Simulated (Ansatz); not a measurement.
# F3H3OZr: the cost of one run

The runs use Ansatz 0.2.0, Gaussian basis; PBE0-D4, def2-SVP first, then def2-TZVP.

143 further runs of the same task are left out: 143 set aside as unsound or not needed. Runs told in other sessions of the task aren't counted.

## Step 1: The starting structure

The guess: 8 atoms, charge 0, spin multiplicity 1.

Atoms are counted from 1 here; the program's logs count them from 0.

Bond lengths: Zr1–O2 1.969 Å, Zr1–F3 1.866 Å, Zr1–F4 1.877 Å, Zr1–F5 1.872 Å, Zr1–H6 2.081 Å, Zr1–H7 2.053 Å, O2–H8 0.973 Å. Angles: O2–Zr1–F3 139.3°, O2–Zr1–F4 91.4°, O2–Zr1–F5 101.7°, O2–Zr1–H6 38.6°, O2–Zr1–H7 71.5°, F3–Zr1–F4 98.4°, F3–Zr1–F5 114.9°, F3–Zr1–H6 119.5°, F3–Zr1–H7 89.9°, F4–Zr1–F5 100.5°, F4–Zr1–H6 130.0°, F4–Zr1–H7 161.1°, F5–Zr1–H6 92.2°, F5–Zr1–H7 91.2°, H6–Zr1–H7 33.6°, Zr1–O2–H8 124.8°.

Geometry (Å):

```
Zr   -0.41640   -0.46910   -0.21830
O     0.75290    0.49560    1.03870
F    -0.43210   -2.05310   -1.20460
F    -1.55330   -1.00310    1.17640
F    -1.41580    0.93050   -0.95780
H     1.31340    0.68570   -0.16490
H     1.26380    0.14000   -1.22860
H     0.48760    1.27350    1.55910
```

Distances that are to change: Zr1–H7 2.05 Å, O2–H6 1.34 Å, Zr1–O2 1.97 Å, H6–H7 1.20 Å.

## Step 2: Relaxing the guess with the reacting distances held

The input, hold/in.yaml:

```yaml
crystal:
  periodic: [false, false, false]
  atoms:
    - {symbol: Zr, position_ang: [-0.416400, -0.469100, -0.218300]}
    - {symbol: O, position_ang: [0.752900, 0.495600, 1.038700]}
    - {symbol: F, position_ang: [-0.432100, -2.053100, -1.204600]}
    - {symbol: F, position_ang: [-1.553300, -1.003100, 1.176400]}
    - {symbol: F, position_ang: [-1.415800, 0.930500, -0.957800]}
    - {symbol: H, position_ang: [1.313400, 0.685700, -0.164900]}
    - {symbol: H, position_ang: [1.263800, 0.140000, -1.228600]}
    - {symbol: H, position_ang: [0.487600, 1.273500, 1.559100]}
basis:
  gaussian: {orbitals: def2-SVP}
hamiltonian: {xc: pbe0, dispersion: d4}
relax: {f_tol: 0.04, max_steps: 150, escape_saddle: false, constraints: [{distance: [0, 6]}, {distance: [1, 5]}, {distance: [0, 1]}, {distance: [5, 6]}]}
```

The run is started by

```console
$ ansatz run in.yaml --threads 8 --pin off --events-out ev --progress --plain --max-ram 19148MiB
```

**Question.** How long does this run take on 8 threads of AMD EPYC 9R45, shared host?

About 4.7 s.
